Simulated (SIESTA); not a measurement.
**Zn: single point with PBEsol**

The system is Zn.

```xyz
3
Lattice="2.2682 -1.3085 0.0000 2.2682 1.3085 0.0000 -1.5917 0.0000 7.3004" Properties=species:S:1:pos:R:3 pbc="T T T"
Zn    2.9960   -0.0437    2.4677
Zn   -0.0449   -0.0058    4.8975
Zn    0.0178    0.0124   -0.0041
```

This isn't the form of Zn at room conditions, which is hcp.

The cell isn't the ideal one: atoms moved at random, drawn with an rms of 0.05 Å.

```
Program             : SIESTA 5.4.2
Task                : single point
Functional          : PBEsol
Potentials or basis : PseudoDojo 0.4 standard (PBEsol files)
Basis               : DZP (energy shift 0.003 Ry; two zetas on semicore shells)
Grid cutoff         : 800 Ry
Energy shift        : 0.003 Ry
k mesh              : 12 × 12 × 4
Occupations         : fermi-dirac, width 0.05 eV
Spin                : no spin polarisation
```

```
Pressure               : -3.6 GPa
Largest force          : 0.164 eV/Å
Band gap on the k mesh : none (metal or under the smearing width)
```

Forces on the atoms (eV/Å):
```
Zn   0.019  0.035 -0.069
Zn  -0.007  0.002 -0.090
Zn  -0.010 -0.039  0.159
```

Stress tensor (GPa, compression positive):
```
-4.96 -0.02 -0.08
-0.02 -4.99 -0.04
-0.08 -0.04 -0.85
```

Levels at points of the mesh, in eV from the Fermi level:
| k point | band 26 | band 27 | band 28 | band 29 | band 30 | band 31 | band 32 | band 33 | band 34 | band 35 |
| --- | --- | --- | --- | --- | --- | --- | --- | --- | --- | --- |
| (0.00, 0.00, 0.00) | -7.43 | -7.42 | -7.41 | -7.18 | -7.10 | 1.59 | 1.74 | 18.78 | 21.70 | 27.41 |
| (0.50, 0.00, 0.00) | -7.22 | -7.18 | -3.11 | -2.32 | -1.87 | 0.66 | 1.16 | 2.22 | 7.15 | 8.66 |
| (0.00, 0.50, 0.00) | -7.22 | -7.18 | -3.07 | -2.37 | -1.92 | 0.75 | 1.22 | 2.22 | 7.09 | 8.60 |
| (0.50, 0.50, 0.00) | -7.22 | -7.18 | -2.76 | -2.63 | -2.03 | -0.19 | 2.16 | 4.08 | 4.57 | 6.94 |
| (0.00, 0.00, 0.50) | -7.53 | -7.51 | -7.38 | -7.36 | -4.06 | -3.07 | 8.42 | 8.82 | 27.40 | 27.46 |
| (0.50, 0.00, 0.50) | -7.22 | -7.18 | -2.80 | -2.60 | -2.01 | -0.07 | 1.93 | 3.89 | 4.81 | 7.32 |
| (0.00, 0.50, 0.50) | -7.22 | -7.18 | -2.80 | -2.58 | -2.09 | -0.02 | 2.07 | 3.77 | 4.93 | 7.09 |
| (0.50, 0.50, 0.50) | -7.22 | -7.18 | -3.12 | -2.37 | -1.79 | 0.81 | 1.01 | 2.00 | 7.48 | 8.99 |

Wall time 30 s on 1 thread of Arm Neoverse V2 (shared host), peak memory 0.22 GiB.

Caveat: short orbitals over semicore shells can move pressures by several GPa; the valence orbitals were made in a potential fitted to the semicore shell under them, which widens gaps by tenths of an eV or more; the basis of atomic orbitals isn't converged, which shifts pressures, moduli and gaps.
